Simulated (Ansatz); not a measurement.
# TiH2 (singlet): B2PLYP, RKS PBE0 over a scan of the distance Ti1–H2, def2-TZVP

How well do these functionals follow the top wave-function level for TiH2 (singlet) over a scan of the distance Ti1–H2?

Program: Ansatz 0.2.0, Gaussian basis. Level of theory: def2-TZVP, all electrons in the functionals, frozen cores in the correlation of double hybrids and RPA. These are calculated values, not measurements.

Plan: B2PLYP, RKS PBE0, at 1.473 Å; 1.641 Å; 1.847 Å; 2.033 Å; 2.237 Å; 2.595 Å; 2.950 Å; 3.375 Å; 4.041 Å; 5.013 Å; 6.207 Å.

6 further runs of the same task are left out: 6 for a known fault of the program.

## 1. What is computed

The geometry derives from a PBE0/def2-TZVP stationary point (not a proven minimum). One bond is set to the value named and the two fragments are kept rigid.

3 atoms, charge 0, spin multiplicity 1.

Atoms are counted from 1 here; the program's logs count them from 0.

Bond lengths: Ti1–H2 1.847 Å, Ti1–H3 1.847 Å. Angles: H2–Ti1–H3 180.0°.

No dispersion term is added.

The geometry shown and the zero of energy belong to the point 1.847 Å. The yardstick, FCI, and other wave-function levels (R restricted, U unrestricted, valence and pair active spaces) come from earlier runs.

## 2. B2PLYP, 1.473 Å

in.yaml

```yaml
crystal:
  periodic: [false, false, false]
  atoms:
    - {symbol: Ti, position_ang: [0.000000, 0.000000, -0.124800]}
    - {symbol: H, position_ang: [0.000000, 0.000000, -1.597800]}
    - {symbol: H, position_ang: [0.000000, 0.000000, 1.722600]}
basis:
  gaussian: {orbitals: def2-TZVP}
magnetization: {spin_polarized: true, initial_magnetization: 0}
hamiltonian: {xc: {name: B2PLYP}}
correlation: {electrons: outside_noble_gas}
```

Command:

```bash
> ansatz run in.yaml --threads 1 --pin off --events-out ev --progress --plain --max-ram 2816MiB --backend cpu
```

After this run come: B2PLYP, 1.641 Å; B2PLYP, 1.847 Å; B2PLYP, 2.033 Å; B2PLYP, 2.237 Å; B2PLYP, 2.595 Å; B2PLYP, 2.950 Å; B2PLYP, 3.375 Å; B2PLYP, 4.041 Å; B2PLYP, 5.013 Å; B2PLYP, 6.207 Å; RKS PBE0, 1.473 Å; RKS PBE0, 1.641 Å; RKS PBE0, 1.847 Å; RKS PBE0, 2.033 Å; RKS PBE0, 2.237 Å; RKS PBE0, 2.595 Å; RKS PBE0, 2.950 Å; RKS PBE0, 3.375 Å; RKS PBE0, 4.041 Å; RKS PBE0, 5.013 Å; RKS PBE0, 6.207 Å.

**Question.** What will the summary of the whole plan be? Wanted: span of the FCI curve; largest miss, RKS PBE0.

As calculated:

```
              quantity                value
 span of the FCI curve             2.192 eV
largest miss, RKS PBE0  +2.114 eV (6.207 Å)
```

RKS PBE0 strays by up to 2.114 eV, at 6.207 Å. Functionals and the yardstick converge differently with the basis, so part of each miss in def2-TZVP is the basis.
